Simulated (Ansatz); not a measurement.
# CH2SZn: one species, many methods

The task here is to estimate one member of a computed series from the others.

Computed with Ansatz 0.2.0, Gaussian basis. Level: functionals in def2-TZVPP, the program's frozen cores in correlated methods.

Plan: LDA (SPW92), PBE-D4, revPBE-D4, BLYP-D4, r2SCAN-D4, B97M-V, PBE0-D4, B3LYP-D4, r2SCANh-D4, r2SCAN0-D4, HSE06-D4, BHLYP-D4, CAM-B3LYP-D4, LC-ωPBE, ωB97X-V, ωB97M-V, B2PLYP, PBE-QIDH; CCSD(T)/def2-SVP; CCSD(T)/def2-TZVPP; MP2/def2-QZVPP; extrapolation to the limit; RPA on PBE.

## The relaxed structure

The geometry comes from an earlier relaxation with PBE0-D4 in a triple-zeta def2 set; it is a stationary point.

5 atoms, charge 0, spin multiplicity 1.

Atoms are counted from 1 here; the program's logs count them from 0.

Bond lengths: C1–S2 1.602 Å, C1–H4 1.090 Å, C1–H5 1.090 Å. Angles: S2–C1–H4 122.2°, S2–C1–H5 122.2°, H4–C1–H5 115.5°.

The first run:

in.yaml

```yaml
crystal:
  periodic: [false, false, false]
  atoms:
    - {symbol: C, position_ang: [0.437436, -0.205592, 0.426182]}
    - {symbol: S, position_ang: [1.329061, 1.064842, 0.823721]}
    - {symbol: Zn, position_ang: [-1.956884, 0.414967, -1.870693]}
    - {symbol: H, position_ang: [0.714207, -0.879784, -0.385022]}
    - {symbol: H, position_ang: [-0.473920, -0.468133, 0.964413]}
basis:
  gaussian: {orbitals: def2-TZVPP}
hamiltonian: {xc: lda}
output: {orbitals: {seedname: orbitals}}
```

The run is started by

```console
$ ansatz run in.yaml --threads 2 --pin off --events-out ev --progress --plain --max-ram 4352MiB
```

Among the steps run: LDA; PBE-D4 (GGA); revPBE-D4 (GGA); BLYP-D4 (GGA); r2SCAN-D4 (meta-GGA); B97M-V (meta-GGA); PBE0-D4 (hybrid); B3LYP-D4 (hybrid); r2SCANh-D4 (hybrid); r2SCAN0-D4 (hybrid); HSE06-D4 (hybrid); BHLYP-D4 (hybrid); CAM-B3LYP-D4 (range-separated); LC-ωPBE (range-separated); ωB97X-V (range-separated); ωB97M-V (range-separated); B2PLYP (double hybrid); PBE-QIDH (double hybrid).

One of the session's tables, all rows but one given; the rest of the session is left out.

It belongs to the step «Orbital energies across the functionals». 

```
  functional  HOMO (eV)  LUMO (eV)  gap (eV)
 LDA (SPW92)      -5.47      -3.70      1.76
      PBE-D4      -5.38      -3.50      1.88
   revPBE-D4      -5.34      -3.43      1.92
     BLYP-D4      -5.24      -3.35      1.89
   r2SCAN-D4      -5.62      -3.42      2.20
      B97M-V      -5.68      -3.32      2.36
     PBE0-D4      -6.65      -2.59      4.06
    B3LYP-D4      -6.41      -2.78      3.63
  r2SCANh-D4          ?          ?         ?
  r2SCAN0-D4      -6.80      -2.55      4.25
    HSE06-D4      -6.24      -2.97      3.27
    BHLYP-D4      -7.33      -1.53      5.80
CAM-B3LYP-D4      -7.92      -1.45      6.48
     LC-ωPBE      -8.99      -0.37      8.62
     ωB97X-V      -8.70      -0.41      8.30
     ωB97M-V      -8.70      -0.46      8.24
```

Estimate the missing values for r2SCANh-D4.

Worked estimate for «HOMO (eV)». Against the share of exact exchange, r2SCAN-D4 (0, -5.62), r2SCAN0-D4 (0.25, -6.80) give a slope of -4.72 per unit share; at 0.1 the line stands at -6.09.

The run gave: HOMO (eV): -6.10; LUMO (eV): -3.07; gap (eV): 3.02. In «HOMO (eV)» the line misses by +0.01.
